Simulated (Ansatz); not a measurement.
**BiTe: an axial (c/a) deformation path**

An exercise on one series of results from a longer session: the logs are not shown, and one member is left open.

Computed with Ansatz 0.2.0 (DFT PBEsol, scalar-relativistic, plane waves, PAW, unless a step's input says otherwise).

**Starting point**

It takes space group R-3m (No. 166, trigonal). Conventional cell: a = 4.845 Å, b = 4.845 Å, c = 9.952 Å, α = 90.00°, β = 90.00°, γ = 120.00°. Around Bi (site symmetry -3m) lie 6 Te at 3.25 Å. Around Te (site symmetry -3m) lie 6 Bi at 3.25 Å.

As a file:

```cif
data_structure
_symmetry_space_group_name_H-M 'P 1'
_symmetry_Int_Tables_number 1
_cell_length_a 4.3394
_cell_length_b 4.3394
_cell_length_c 4.3394
_cell_angle_alpha 67.877
_cell_angle_beta 67.877
_cell_angle_gamma 67.877
_cell_volume 67.45
loop_
_atom_site_label
_atom_site_type_symbol
_atom_site_fract_x
_atom_site_fract_y
_atom_site_fract_z
_atom_site_occupancy
Bi1 Bi 0.50000 0.50000 0.50000 1
Te1 Te 0.00000 0.00000 0.00000 1
```

It goes back to an entry of the Materials Project, which need not be the stable form.

The cell is taken as given, not relaxed at this level.

**The reference cell**

Reference values: F = -19143.6723 eV; pressure -2.50 GPa; largest force 0.000 eV/Å; gap on the mesh none (metal). It was computed beforehand with the settings of the runs below.

Set-up of the first run:

At fixed volume and fractional coordinates, lengths along (0.000, 0.000, 1.000) are scaled against those across it; ρ is that ratio over its starting value.

input.yaml

```yaml
crystal:
  lattice:
    - [2.5575731115, 1.4766155244, 2.9766628402]
    - [-2.5575731115, 1.4766155244, 2.9766628402]
    - [0.0, -2.9532310488, 2.9766628402]
  atoms:
    - { symbol: Bi, position: [0.5, 0.5, 0.5] }
    - { symbol: Te, position: [0.0, 0.0, 0.0] }
basis:
  ecutwfc: 420
kpoints:
  mp_grid: { grid: [12, 12, 12] }
hamiltonian:
  xc: pbesol
scf:
  occupations: { method: gaussian, width: 0.15 }
output:
  forces: true
  stress: true
  eigenvalues: true
```

The run is started by

```console
> ansatz run input.yaml --threads 1 --pin off --max-ram 2560MiB --backend cpu --events-out ev --progress --plain --runs-dir out
```

Steps of the session up to this table: Point ρ = 0.850; At ρ = 1.200; ρ = 0.920; At ρ = 1.100; At ρ = 0.960; ρ = 1.050; ρ = 0.800; Point ρ = 1.300.

One table of the session follows, with a row left open; its other results are not shown here.

| ρ | ΔE (meV/atom) | pressure (GPa) |
| --- | --- | --- |
| 0.800 | 92.1 | -4.9 |
| 0.850 | 51.1 | -4.3 |
| 0.920 | 14.7 | -3.4 |
| 0.960 | ? | ? |
| 1.000 | 0.0 | -2.5 |
| 1.050 | 0.6 | -2.1 |
| 1.100 | 1.3 | -1.8 |
| 1.200 | 1.1 | -1.6 |
| 1.300 | 2.1 | -1.8 |

Q: Estimate the row for ρ = 0.960 from the others.

Worked estimate for «ΔE (meV/atom)». A straight line through the neighbours (0.920, 14.7) and (1.000, 0.0) gives 14.7 + (0.0 − 14.7) × (0.960 − 0.920) / (1.000 − 0.920) = 7.4; a parabola fitted to 4 rows on both sides gives 4.1.

The run gave: ΔE (meV/atom): 4.2; pressure (GPa): -2.9. In «ΔE (meV/atom)» the line misses by +3.2 and the parabola by -0.1.
